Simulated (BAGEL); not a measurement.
# One shape, several levels: B3PH6 (SMILES BP(B)B)

We compute a comparison of 4 runs (HF/STO-3G, HF/3-21G, HF/6-31G*, HF/def2-SVP) of B3PH6. 

The results are computed with BAGEL 1.2.2.

9 further runs of the same task are left out: 9 set aside as unsound or not needed.

## (1) Starting point

B3PH6 has 10 atoms, charge 0, and is taken as a singlet. As SMILES, `BP(B)B`. The B3–H7 distance was set to 1.521 Å, away from the relaxed value.

Bond lengths: B1–P2 1.822 Å, P2–B3 1.822 Å, P2–B4 1.821 Å, B1–H5 1.170 Å, B1–H6 1.169 Å, B3–H8 1.169 Å, B4–H9 1.170 Å, B4–H10 1.170 Å. Angles: B1–P2–B3 120.0°, B1–P2–B4 120.0°, B3–P2–B4 120.0°, P2–B1–H5 120.0°, P2–B1–H6 120.2°, P2–B3–H8 120.0°, P2–B4–H9 120.1°, P2–B4–H10 120.1°, H5–B1–H6 119.8°, H9–B4–H10 119.8°. A long bond or contact: B3–H7 1.521 Å.

## (2) A single-point energy at HF/STO-3G (density fitting with qzvpp-jkfit) (run 1)

Contents of input.json:

```json
{ "bagel" : [

{
  "title" : "molecule",
  "basis" : "sto-3g",
  "df_basis" : "qzvpp-jkfit",
  "angstrom" : true,
  "geometry" : [
    { "atom" : "B", "xyz" : [   -2.055481,   -0.032715,   -0.703272 ] },
    { "atom" : "P", "xyz" : [   -0.331821,   -0.007195,   -0.113602 ] },
    { "atom" : "B", "xyz" : [    0.936779,    0.908865,   -1.046542 ] },
    { "atom" : "B", "xyz" : [    0.121609,   -0.893025,    1.411738 ] },
    { "atom" : "H", "xyz" : [   -2.346991,    0.534275,   -1.683922 ] },
    { "atom" : "H", "xyz" : [   -2.871981,   -0.621205,   -0.107782 ] },
    { "atom" : "H", "xyz" : [    2.376550,    0.934060,   -0.556470 ] },
    { "atom" : "H", "xyz" : [    0.646289,    1.476505,   -2.026612 ] },
    { "atom" : "H", "xyz" : [   -0.692291,   -1.478715,    2.013778 ] },
    { "atom" : "H", "xyz" : [    1.226809,   -0.873175,    1.794778 ] }
  ]
},
{ "title" : "hf" },
{ "title" : "print", "file" : "orbitals.molden", "orbitals" : true }

]}
```

Command:

```
$ BAGEL_NUM_THREADS=1 BAGEL input.json > input.out
```

What it wrote:

```text
* using 1 threads per process

  ===============================================================
  ===============================================================

  *** Geometry ***

  { "atom" : "B", "xyz" : [     -3.884296,     -0.061822,     -1.328991 ] },
  { "atom" : "P", "xyz" : [     -0.627051,     -0.013597,     -0.214677 ] },
  { "atom" : "B", "xyz" : [      1.770256,      1.717506,     -1.977678 ] },
  { "atom" : "B", "xyz" : [      0.229808,     -1.687573,      2.667798 ] },
  { "atom" : "H", "xyz" : [     -4.435170,      1.009633,     -3.182151 ] },
  { "atom" : "H", "xyz" : [     -5.427258,     -1.173907,     -0.203678 ] },
  { "atom" : "H", "xyz" : [      4.491029,      1.765118,     -1.051576 ] },
  { "atom" : "H", "xyz" : [      1.221309,      2.790190,     -3.829742 ] },
  { "atom" : "H", "xyz" : [     -1.308240,     -2.794366,      3.805489 ] },
  { "atom" : "H", "xyz" : [      2.318333,     -1.650062,      3.391639 ] },

  Number of auxiliary basis functions:      461

  Since a DF basis is specified, we compute 2- and 3-index integrals:
    o Being stored without compression. Storage requirement is 0.003 GB

  Number of basis functions:       30
  Number of electrons      :       36

    * METHOD: MOLECULE                             0.11

  *** RHF ***

  === Nuclear Repulsion ===
   119.5733718208

      * DIIS with orbital gradients will be used.

  === RHF iteration (sto-3g) ===
      0       -413.39288255          0.01202931           0.01
      1       -413.45622988          0.00290305           0.01
      2       -413.46056928          0.00065438           0.01
      3       -413.46078358          0.00015435           0.01
      4       -413.46079790          0.00004899           0.01
      5       -413.46079972          0.00000413           0.01
      6       -413.46079973          0.00000084           0.01
      7       -413.46079973          0.00000029           0.01
      8       -413.46079973          0.00000011           0.01
      9       -413.46079973          0.00000001           0.01
     10       -413.46079973          0.00000000           0.01
    * SCF iteration converged.

    * Permanent dipole moment:
           (    0.102847,     0.009694,     0.019484) a.u.

    * METHOD: HF                                   0.21

    * METHOD: PRINT                                0.00

  ===============================================================
```

Run time: 0.58 s. Hardware: 1 thread of AMD EPYC 9R14 (Zen 4), shared host.

## (3) A single-point energy at HF/3-21G (density fitting with qzvpp-jkfit) (run 2)

Changes to input.json since step 2:

```diff
@@ -4,3 +4,3 @@
   "title" : "molecule",
-  "basis" : "sto-3g",
+  "basis" : "3-21g",
   "df_basis" : "qzvpp-jkfit",
@@ -20,4 +20,10 @@
 },
-{ "title" : "hf" },
-{ "title" : "print", "file" : "orbitals.molden", "orbitals" : true }
+{
+  "title" : "hf"
+},
+{
+  "title" : "print",
+  "file" : "orbitals.molden",
+  "orbitals" : true
+}
```

Command:

```
$ BAGEL_NUM_THREADS=1 BAGEL input.json > input.out
```

What it wrote:

```text
* using 1 threads per process

  ===============================================================
  ===============================================================

  *** Geometry ***

  { "atom" : "B", "xyz" : [     -3.884296,     -0.061822,     -1.328991 ] },
  { "atom" : "P", "xyz" : [     -0.627051,     -0.013597,     -0.214677 ] },
  { "atom" : "B", "xyz" : [      1.770256,      1.717506,     -1.977678 ] },
  { "atom" : "B", "xyz" : [      0.229808,     -1.687573,      2.667798 ] },
  { "atom" : "H", "xyz" : [     -4.435170,      1.009633,     -3.182151 ] },
  { "atom" : "H", "xyz" : [     -5.427258,     -1.173907,     -0.203678 ] },
  { "atom" : "H", "xyz" : [      4.491029,      1.765118,     -1.051576 ] },
  { "atom" : "H", "xyz" : [      1.221309,      2.790190,     -3.829742 ] },
  { "atom" : "H", "xyz" : [     -1.308240,     -2.794366,      3.805489 ] },
  { "atom" : "H", "xyz" : [      2.318333,     -1.650062,      3.391639 ] },

  Number of auxiliary basis functions:      461

  Since a DF basis is specified, we compute 2- and 3-index integrals:
    o Being stored without compression. Storage requirement is 0.010 GB

  Number of basis functions:       52
  Number of electrons      :       36

    * METHOD: MOLECULE                             0.12

  *** RHF ***

  === Nuclear Repulsion ===
   119.5733718208

      * DIIS with orbital gradients will be used.

  === RHF iteration (3-21g) ===
      0       -415.98449187          0.01130950           0.03
      1       -416.03517551          0.00305535           0.02
      2       -416.03953190          0.00049014           0.03
      3       -416.03964577          0.00012932           0.03
      4       -416.03965810          0.00003111           0.03
      5       -416.03965893          0.00000796           0.03
      6       -416.03965899          0.00000147           0.02
      7       -416.03965899          0.00000034           0.03
      8       -416.03965899          0.00000014           0.03
      9       -416.03965899          0.00000005           0.03
     10       -416.03965899          0.00000001           0.03
     11       -416.03965899          0.00000000           0.03
    * SCF iteration converged.

    * Permanent dipole moment:
           (    0.211879,     0.038062,     0.015512) a.u.

    * METHOD: HF                                   0.39

    * METHOD: PRINT                                0.01

  ===============================================================
```

Wall time 0.78 s (1 thread of AMD EPYC 9R14 (Zen 4), shared host).

## (4) The energy at HF/6-31G(d) (density fitting with qzvpp-jkfit, spherical functions) (run 3)

Contents of input.json:

```json
{ "bagel": [

{
  "title": "molecule",
  "basis": "6-31gs.json",
  "df_basis": "qzvpp-jkfit",
  "angstrom": "true",
  "geometry": [
    { "atom": "B", "xyz": [   -2.055481,   -0.032715,   -0.703272 ] },
    { "atom": "P", "xyz": [   -0.331821,   -0.007195,   -0.113602 ] },
    { "atom": "B", "xyz": [    0.936779,    0.908865,   -1.046542 ] },
    { "atom": "B", "xyz": [    0.121609,   -0.893025,    1.411738 ] },
    { "atom": "H", "xyz": [   -2.346991,    0.534275,   -1.683922 ] },
    { "atom": "H", "xyz": [   -2.871981,   -0.621205,   -0.107782 ] },
    { "atom": "H", "xyz": [    2.376550,    0.934060,   -0.556470 ] },
    { "atom": "H", "xyz": [    0.646289,    1.476505,   -2.026612 ] },
    { "atom": "H", "xyz": [   -0.692291,   -1.478715,    2.013778 ] },
    { "atom": "H", "xyz": [    1.226809,   -0.873175,    1.794778 ] }
  ]
},
{
  "title": "hf"
},
{
  "title": "print",
  "file": "orbitals.molden",
  "orbitals": "true"
}

]}
```

The basis set 6-31G* is read from a file made from the Basis Set Exchange's data (not shown).

Command:

```
$ BAGEL_NUM_THREADS=1 BAGEL input.json > input.out
```

What it wrote:

```text
* using 1 threads per process

  ===============================================================
  ===============================================================

  *** Geometry ***

  { "atom" : "B", "xyz" : [     -3.884296,     -0.061822,     -1.328991 ] },
  { "atom" : "P", "xyz" : [     -0.627051,     -0.013597,     -0.214677 ] },
  { "atom" : "B", "xyz" : [      1.770256,      1.717506,     -1.977678 ] },
  { "atom" : "B", "xyz" : [      0.229808,     -1.687573,      2.667798 ] },
  { "atom" : "H", "xyz" : [     -4.435170,      1.009633,     -3.182151 ] },
  { "atom" : "H", "xyz" : [     -5.427258,     -1.173907,     -0.203678 ] },
  { "atom" : "H", "xyz" : [      4.491029,      1.765118,     -1.051576 ] },
  { "atom" : "H", "xyz" : [      1.221309,      2.790190,     -3.829742 ] },
  { "atom" : "H", "xyz" : [     -1.308240,     -2.794366,      3.805489 ] },
  { "atom" : "H", "xyz" : [      2.318333,     -1.650062,      3.391639 ] },

  Number of auxiliary basis functions:      461

  Since a DF basis is specified, we compute 2- and 3-index integrals:
    o Being stored without compression. Storage requirement is 0.019 GB

  Number of basis functions:       72
  Number of electrons      :       36

    * METHOD: MOLECULE                             0.17

  *** RHF ***

  === Nuclear Repulsion ===
   119.5733718208

      * DIIS with orbital gradients will be used.

  === RHF iteration (6-31gs.json) ===
      0       -418.12616426          0.01032401           0.04
      1       -418.19125640          0.00295111           0.03
      2       -418.19766700          0.00057465           0.03
      3       -418.19787943          0.00014672           0.03
      4       -418.19790135          0.00003872           0.03
      5       -418.19790308          0.00001042           0.03
      6       -418.19790320          0.00000277           0.04
      7       -418.19790321          0.00000080           0.03
      8       -418.19790321          0.00000034           0.03
      9       -418.19790321          0.00000011           0.03
     10       -418.19790321          0.00000003           0.03
     11       -418.19790321          0.00000001           0.03
     12       -418.19790321          0.00000000           0.04
    * SCF iteration converged.

    * Permanent dipole moment:
           (    0.241732,     0.044269,     0.018366) a.u.

    * METHOD: HF                                   0.54

    * METHOD: PRINT                                0.02

  ===============================================================
```

It took 0.98 s on 1 thread of AMD EPYC 9R14 (Zen 4), shared host; peak memory 0.099 GiB.

## (5) A single-point energy at HF/def2-SVP (density fitting with qzvpp-jkfit) (run 4)

Contents of calc.json:

```json
{ "bagel": [

{
  "title": "molecule",
  "basis": "svp",
  "df_basis": "qzvpp-jkfit",
  "angstrom": true,
  "geometry": [
    { "atom": "B", "xyz": [   -2.055481,   -0.032715,   -0.703272 ] },
    { "atom": "P", "xyz": [   -0.331821,   -0.007195,   -0.113602 ] },
    { "atom": "B", "xyz": [    0.936779,    0.908865,   -1.046542 ] },
    { "atom": "B", "xyz": [    0.121609,   -0.893025,    1.411738 ] },
    { "atom": "H", "xyz": [   -2.346991,    0.534275,   -1.683922 ] },
    { "atom": "H", "xyz": [   -2.871981,   -0.621205,   -0.107782 ] },
    { "atom": "H", "xyz": [    2.376550,    0.934060,   -0.556470 ] },
    { "atom": "H", "xyz": [    0.646289,    1.476505,   -2.026612 ] },
    { "atom": "H", "xyz": [   -0.692291,   -1.478715,    2.013778 ] },
    { "atom": "H", "xyz": [    1.226809,   -0.873175,    1.794778 ] }
  ]
},
{
  "title": "hf"
},
{
  "title": "print",
  "file": "orbitals.molden",
  "orbitals": true
}

]}
```

Command:

```
$ BAGEL_NUM_THREADS=1 BAGEL calc.json > calc.out
```

What it wrote:

```text
* using 1 threads per process

  ===============================================================
  ===============================================================

  *** Geometry ***

  { "atom" : "B", "xyz" : [     -3.884296,     -0.061822,     -1.328991 ] },
  { "atom" : "P", "xyz" : [     -0.627051,     -0.013597,     -0.214677 ] },
  { "atom" : "B", "xyz" : [      1.770256,      1.717506,     -1.977678 ] },
  { "atom" : "B", "xyz" : [      0.229808,     -1.687573,      2.667798 ] },
  { "atom" : "H", "xyz" : [     -4.435170,      1.009633,     -3.182151 ] },
  { "atom" : "H", "xyz" : [     -5.427258,     -1.173907,     -0.203678 ] },
  { "atom" : "H", "xyz" : [      4.491029,      1.765118,     -1.051576 ] },
  { "atom" : "H", "xyz" : [      1.221309,      2.790190,     -3.829742 ] },
  { "atom" : "H", "xyz" : [     -1.308240,     -2.794366,      3.805489 ] },
  { "atom" : "H", "xyz" : [      2.318333,     -1.650062,      3.391639 ] },

  Number of auxiliary basis functions:      461

  Since a DF basis is specified, we compute 2- and 3-index integrals:
    o Being stored without compression. Storage requirement is 0.030 GB

  Number of basis functions:       90
  Number of electrons      :       36

    * METHOD: MOLECULE                             0.17

  *** RHF ***

  === Nuclear Repulsion ===
   119.5733718208

      * DIIS with orbital gradients will be used.

  === RHF iteration (svp) ===
      0       -417.97578654          0.00893228           0.05
      1       -418.04702569          0.00262012           0.05
      2       -418.05368579          0.00076832           0.05
      3       -418.05422017          0.00013545           0.05
      4       -418.05424450          0.00004616           0.05
      5       -418.05424808          0.00001176           0.05
      6       -418.05424826          0.00000333           0.05
      7       -418.05424828          0.00000106           0.05
      8       -418.05424828          0.00000040           0.05
      9       -418.05424828          0.00000009           0.05
     10       -418.05424828          0.00000002           0.05
     11       -418.05424828          0.00000001           0.05
    * SCF iteration converged.

    * Permanent dipole moment:
           (    0.246458,     0.043480,     0.021448) a.u.

    * METHOD: HF                                   0.72

    * METHOD: PRINT                                0.03

  ===============================================================
```

Wall time 1.2 s (1 thread of AMD EPYC 9R14 (Zen 4), shared host); peak memory 0.12 GiB.

## (6) All runs side by side

| run | level | energy (Eh) | dipole moment (D) | HOMO energy (eV) | LUMO energy (eV) | wall time |
| --- | --- | --- | --- | --- | --- | --- |
| 1 | HF/STO-3G (density fitting with qzvpp-jkfit) | -413.460800 | 0.27 | -7.38 | 5.87 | 0.58 s |
| 2 | HF/3-21G (density fitting with qzvpp-jkfit) | -416.039659 | 0.55 | -10.04 | 1.45 | 0.78 s |
| 3 | HF/6-31G* (density fitting with qzvpp-jkfit, spherical functions) | -418.197903 | 0.63 | -9.77 | 1.59 | 0.98 s |
| 4 | HF/def2-SVP (density fitting with qzvpp-jkfit) | -418.054248 | 0.64 | -9.85 | 1.20 | 1.2 s |

## (7) What came out

```
            quantity          value
 run 4: total energy  -418.05425 Eh
run 4: dipole moment         0.64 D
  run 4: HOMO energy       -9.85 eV
  run 4: LUMO energy        1.20 eV
run 4: HOMO–LUMO gap       11.05 eV
```

What this shows: The dipole moment (its size) runs from 0.27 D (HF/STO-3G) to 0.64 D (HF/def2-SVP). The HOMO–LUMO gap runs from 11.05 eV (HF/def2-SVP) to 13.26 eV (HF/STO-3G). In run 1 the basis is minimal, so the values are rough. All runs together took 3.5 s, the longest 1.2 s.
